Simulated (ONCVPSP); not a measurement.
# F: generating and testing an ONCV potential

Aim: build the potential from the settings below, then test how well it stands in for the atom: other configurations, scattering, ghost states and the plane-wave cutoff that it needs.

Program: ONCVPSP 4.0.1.1 (patched build). Reference atom: PBEsol, scalar-relativistic, spherical and spin-unpolarised. All values are calculated.

## 1. The design

Typed settings, in words:

```json
{"element": "fluorine (F, Z = 9)", "type": "optimised norm-conserving Vanderbilt (ONCV)", "frozen core": "[He]", "valence charge": "7", "reference configuration": "2s2 2p5", "partial waves": "2s: rc 0.80 bohr, ncon 5, nbas 8, qcut 10.1 1/bohr, 2 projectors, debl 3.4 Ha; 2p: rc 0.95 bohr, ncon 4, nbas 9, qcut 17.7 1/bohr, 2 projectors, debl 2.2 Ha; d scattering state at 0.04 Ha: rc 0.80 bohr, ncon 4, nbas 7, qcut 14.1 1/bohr, local", "local potential": "the d channel", "core correction": "Teter function, fcfact 5, rcfact 1.75"}
```

The outer shells as boxes (Hund's rule for the drawing; the calculation is spin-unpolarised):

```
[He] core
2s [↑↓]
2p [↑↓][↑↓][↑ ]
```

The nodes and maxima of the atom's own shells, from an earlier all-electron run, set the scale for the radii.

All-electron outer shells of the reference configuration (PBEsol, scalar-relativistic, ld1.x):

```csv
shell,level (eV),outermost node (bohr),outermost maximum (bohr)
1s,-661.16,–,0.11
2s,-29.72,0.24,0.76
2p,-11.05,–,0.71
```

## 2. Generating the potential

File F.dat:

```
# ATOM AND REFERENCE CONFIGURATION
# atsym  z   nc   nv     iexc    psfile
  F 9.00    1    2  -116133      upf
#
#   n    l    f
    1    0    2.00
    2    0    2.00
    2    1    5.00
#
# PSEUDOPOTENTIAL AND OPTIMIZATION
# lmax
    2
#
#   l,   rc,      ep,       ncon, nbas, qcut
    0    0.80    0.00    5    8   10.10
    1    0.95    0.00    4    9   17.70
    2    0.80    0.04    4    7   14.10
#
# LOCAL POTENTIAL
# lloc, lpopt,  rc(5),   dvloc0
    2    5    0.80    0.00
#
# VANDERBILT-KLEINMAN-BYLANDER PROJECTORs
# l, nproj, debl
    0    2    3.40
    1    2    2.20
    2    0    3.20
#
# MODEL CORE CHARGE
# icmod, fcfact, rcfact
    3    5.00    1.75
#
# LOG DERIVATIVE ANALYSIS
# epsh1, epsh2, depsh
   -3.00    5.00    0.02
#
# OUTPUT GRID
# rlmax, drl
    6.00    0.01
#
# TEST CONFIGURATIONS
# ncnf
    4
# nvcnf
#   n    l    f
    2
    2    0    2.00
    2    1    4.00
#
    2
    2    0    2.00
    2    1    3.00
#
    2
    2    0    2.00
    2    1    2.00
#
    2
    2    0    2.00
    2    1    1.00
#
```

Launch:

```sh
oncvpsp.x < F.dat > F.out
```

Before running it: what results should come out? Wanted: cutoffs for 1 and 0.1 mHa per electron, occupied waves; bound ghosts; GHOST(+) flags; largest test error; largest phase difference near zero energy, channels read; rms error of d²Exc/dn², without and with the model core.

As calculated:

| quantity | value |
| --- | --- |
| cutoffs for 1 and 0.1 mHa per electron, occupied waves | 82 Ha and 204 Ha |
| bound ghosts | none found |
| GHOST(+) flags | none at low energy |
| largest test error (AE − PS) | -25 meV, for 2s2 2p1 |
| largest phase difference near zero energy, channels read | 0.000 rad |
| rms error of d²Exc/dn², without and with the model core | 1.79 and 1.20 mHa |

In words: The worst unpolarised test, 2s2 2p1, is off by 25 meV on 203.7 eV; by total energies transferability rates as good. By its cutoff, 82 Ha for the looser tolerance, it is very hard. At the looser tolerance the 2p wave is the slowest; 2s needs 56 Ha. No bound ghost shows below the valence levels. Near zero energy the phases of the channels with partial waves agree within 0.001 rad.
